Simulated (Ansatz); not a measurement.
# CuSi16: the cost of one run

All numbers below are computed with Ansatz 0.2.0 (DFT PBE, plane waves, PAW, scalar-relativistic, no spin polarisation).

## (1) Starting point

The cell holds 17 atoms (CuSi16): a = 7.679 Å, b = 7.679 Å, c = 7.679 Å, α = 60.00°, β = 60.00°, γ = 60.00°.

Structure file:

```cif
data_structure
_symmetry_space_group_name_H-M 'P 1'
_symmetry_Int_Tables_number 1
_cell_length_a 7.6792
_cell_length_b 7.6792
_cell_length_c 7.6792
_cell_angle_alpha 60.000
_cell_angle_beta 60.000
_cell_angle_gamma 60.000
_cell_volume 320.21
loop_
_atom_site_label
_atom_site_type_symbol
_atom_site_fract_x
_atom_site_fract_y
_atom_site_fract_z
_atom_site_occupancy
Si1 Si 0.00000 0.00000 0.00000 1
Si2 Si 0.12500 0.12500 0.12500 1
Si3 Si 0.00000 0.00000 0.50000 1
Si4 Si 0.12500 0.12500 0.62500 1
Si5 Si 0.00000 0.50000 0.00000 1
Si6 Si 0.12500 0.62500 0.12500 1
Si7 Si 0.00000 0.50000 0.50000 1
Si8 Si 0.12500 0.62500 0.62500 1
Si9 Si 0.50000 0.00000 0.00000 1
Si10 Si 0.62500 0.12500 0.12500 1
Si11 Si 0.50000 0.00000 0.50000 1
Si12 Si 0.62500 0.12500 0.62500 1
Si13 Si 0.50000 0.50000 0.00000 1
Si14 Si 0.62500 0.62500 0.12500 1
Si15 Si 0.50000 0.50000 0.50000 1
Si16 Si 0.62500 0.62500 0.62500 1
Cu1 Cu 0.74388 0.25058 0.75438 1
```

## (2) End point A

input.yaml

```yaml
crystal:
  lattice:
    - [0.0, 5.43, 5.43]
    - [5.43, 0.0, 5.43]
    - [5.43, 5.43, 0.0]
  atoms:
    - { symbol: Si, position: [0.0, 0.0, 0.0] }
    - { symbol: Si, position: [0.125, 0.125, 0.125] }
    - { symbol: Si, position: [0.0, 0.0, 0.5] }
    - { symbol: Si, position: [0.125, 0.125, 0.625] }
    - { symbol: Si, position: [0.0, 0.5, 0.0] }
    - { symbol: Si, position: [0.125, 0.625, 0.125] }
    - { symbol: Si, position: [0.0, 0.5, 0.5] }
    - { symbol: Si, position: [0.125, 0.625, 0.625] }
    - { symbol: Si, position: [0.5, 0.0, 0.0] }
    - { symbol: Si, position: [0.625, 0.125, 0.125] }
    - { symbol: Si, position: [0.5, 0.0, 0.5] }
    - { symbol: Si, position: [0.625, 0.125, 0.625] }
    - { symbol: Si, position: [0.5, 0.5, 0.0] }
    - { symbol: Si, position: [0.625, 0.625, 0.125] }
    - { symbol: Si, position: [0.5, 0.5, 0.5] }
    - { symbol: Si, position: [0.625, 0.625, 0.625] }
    - { symbol: Cu, position: [0.7438798, 0.2505789, 0.7543799] }
total_charge: 1
basis:
  ecutwfc: 420.0
kpoints:
  mp_grid: { grid: [2, 2, 2] }
hamiltonian:
  xc: pbe
  pseudopotentials: { kind: paw, azcp: { folder: soft_1 } }
scf:
  occupations: { method: gaussian, width: 0.05 }
  lower_state_search: "off"
relax:
  f_tol: 0.03
  max_steps: 60
  adjacent_minimum: "off"
output:
  write_density: true
  write_potential: true
  elf: true
  volumetric_format: npy
```

Started as:

```console
$ ansatz run input.yaml --threads 1 --pin off --max-ram 3072MiB --backend cpu --events-out ev --progress --plain --runs-dir out
```

What time and memory should one allow on 1 thread of Arm Neoverse V2, shared host?

About 94 s, with a peak of 0.58 GiB.
